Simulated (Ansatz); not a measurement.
# AlAsH4O: one structure at several levels

An exercise on one series of results from a longer session: the logs are not shown, and one member is left open.

Program: Ansatz 0.2.0, Gaussian basis. Level of theory: single points in def2-TZVPP. These are calculated values, not measurements.

Cores are frozen in the correlated methods. Filled d shells of the heavier atoms are correlated.

### Starting geometry

7 atoms, charge 0, spin multiplicity 1.

Atoms are counted from 1 here; the program's logs count them from 0.

Bond lengths: Al1–O2 1.836 Å, Al1–H4 1.538 Å, Al1–H5 1.391 Å, O2–As3 1.735 Å, As3–H6 1.740 Å, As3–H7 1.627 Å. Angles: O2–Al1–H4 114.9°, O2–Al1–H5 106.5°, H4–Al1–H5 136.1°, Al1–O2–As3 167.2°, O2–As3–H6 98.6°, O2–As3–H7 86.7°, H6–As3–H7 81.5°.

Geometry (Å):

```xyz
7

Al   -1.5000    0.5118   -0.7997
O     0.1468   -0.0811   -0.2460
As    1.8337   -0.3905    0.0142
H    -2.2641   -0.4588   -1.7152
H    -1.8312    1.5837    0.0223
H     1.9758    0.2776    1.6148
H     1.3671   -1.6982    0.8629
```

Set-up of the first run:

Contents of run/in.yaml:

```yaml
crystal:
  periodic: [false, false, false]
  atoms:
    - {symbol: Al, position_ang: [-1.500000, 0.511800, -0.799700]}
    - {symbol: O, position_ang: [0.146800, -0.081100, -0.246000]}
    - {symbol: As, position_ang: [1.833700, -0.390500, 0.014200]}
    - {symbol: H, position_ang: [-2.264100, -0.458800, -1.715200]}
    - {symbol: H, position_ang: [-1.831200, 1.583700, 0.022300]}
    - {symbol: H, position_ang: [1.975800, 0.277600, 1.614800]}
    - {symbol: H, position_ang: [1.367100, -1.698200, 0.862900]}
basis:
  gaussian: {orbitals: def2-TZVPP}
correlation: {method: ccsd_t}
output: {forces: true}
```

The command line of these runs was not kept.

Steps of the session up to this table: CCSD(T)/def2-TZVPP; PBE0-D4/def2-TZVPP; wB97M-V/def2-TZVPP; r2SCAN-D4/def2-TZVPP; PBE-D4/def2-TZVPP; r2SCANh-D4/def2-TZVPP; revPBE-D4/def2-TZVPP.

One of the session's tables, all rows but one given; the rest of the session is left out.

| method | RMS force component (eV/Å) | angle to CCSD(T) forces (°) | dipole (D) |
| --- | --- | --- | --- |
| CCSD(T) | 1.893 | reference | 1.92 |
| PBE0-D4 | 1.872 | 1.3 | 1.95 |
| wB97M-V | 1.866 | 1.8 | 1.99 |
| r2SCAN-D4 | 1.856 | 1.4 | 1.91 |
| PBE-D4 | ? | ? | ? |
| r2SCANh-D4 | 1.877 | 1.4 | 1.95 |
| revPBE-D4 | 1.799 | 7.7 | 1.86 |

Estimate the missing values for PBE-D4.

As computed: RMS force component (eV/Å): 1.801; angle to CCSD(T) forces (°): 6.8; dipole (D): 1.81. In the column «RMS force component (eV/Å)» it lies between revPBE-D4 (1.799) and r2SCAN-D4 (1.856).
